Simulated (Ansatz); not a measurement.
# Ge3PdO4: the cost of one run

Method: DFT PBE, scalar-relativistic, plane waves, PAW, in Ansatz 0.2.0.

1 further run of the same task is left out (it didn't finish).

### 1 The starting structure

It takes space group Im-3m (No. 229, cubic). Conventional cell: a = 5.755 Å, b = 5.755 Å, c = 5.755 Å, α = 90.00°, β = 90.00°, γ = 90.00°. Around Ge (site symmetry 4/mmm) lie 8 O at 2.49 Å. Pd (site symmetry m-3m) is surrounded by 8 O at 2.49 Å. Around O (site symmetry -3m) lie 6 Ge at 2.49 Å and 2 Pd at 2.49 Å.

Coordinates:

```xyz
8
Lattice="-2.8775 2.8775 2.8775 2.8775 -2.8775 2.8775 2.8775 2.8775 -2.8775" Properties=species:S:1:pos:R:3 pbc="T T T"
Ge    2.8775    0.0000    0.0000
Ge    0.0000    2.8775    0.0000
Ge    0.0000    0.0000    2.8775
Pd    0.0000    0.0000    0.0000
O     1.4387    1.4387    1.4387
O     1.4387    1.4387   -1.4387
O     1.4387   -1.4387    1.4387
O    -1.4387    1.4387    1.4387
```

The cell was relaxed beforehand at this level, from a generated guess; it needn't be the stable form of this composition. At a tolerance of 0.05 Å it has space group Im-3m (No. 229); it has 11.91 Å³/atom, an uncorrected energy of -0.16 eV/atom over the elements.

### 2 Electronic structure at the relaxed geometry

File input.yaml:

```yaml
crystal:
  lattice:
    - [-2.8774852547, 2.8774852547, 2.8774852547]
    - [2.8774852547, -2.8774852547, 2.8774852547]
    - [2.8774852547, 2.8774852547, -2.8774852547]
  atoms:
    - { symbol: Ge, position: [0.0, 0.5, 0.5] }
    - { symbol: Ge, position: [0.5, 0.0, 0.5] }
    - { symbol: Ge, position: [0.5, 0.5, 0.0] }
    - { symbol: Pd, position: [0.0, 0.0, 0.0] }
    - { symbol: O, position: [0.5, 0.5, 0.5] }
    - { symbol: O, position: [0.0, 0.0, 0.5] }
    - { symbol: O, position: [0.0, 0.5, 0.0] }
    - { symbol: O, position: [0.5, 0.0, 0.0] }
basis:
  ecutwfc: 420
kpoints:
  mp_grid: { grid: [10, 10, 10] }
  band_path:
    path:
      - [[0.0, 0.0, 0.0], [0.5, -0.5, 0.5], [0.0, 0.0, 0.5], [0.0, 0.0, 0.0], [0.25, 0.25, 0.25], [0.5, -0.5, 0.5]]
      - [[0.25, 0.25, 0.25], [0.0, 0.0, 0.5]]
    npoints: 14
hamiltonian:
  xc: pbe
scf:
  occupations: { method: gaussian, width: 0.1 }
  n_extra_bands: 20
output:
  forces: true
  stress: true
  eigenvalues: true
  populations: true
  dos: { projected: true, de: 0.02, nscf_kmesh: { grid: [12, 12, 12] } }
  bader: true
  write_density: true
  write_potential: true
  elf: true
  volumetric_format: npy
```

On the command line:

```console
> ansatz run input.yaml --threads 1 --pin off --max-ram 2048MiB --backend cpu --events-out ev --progress --plain --runs-dir out
```

What time and memory should one allow on 1 thread of Arm Neoverse V2, shared host?

About 93 s, with a peak of 0.57 GiB.
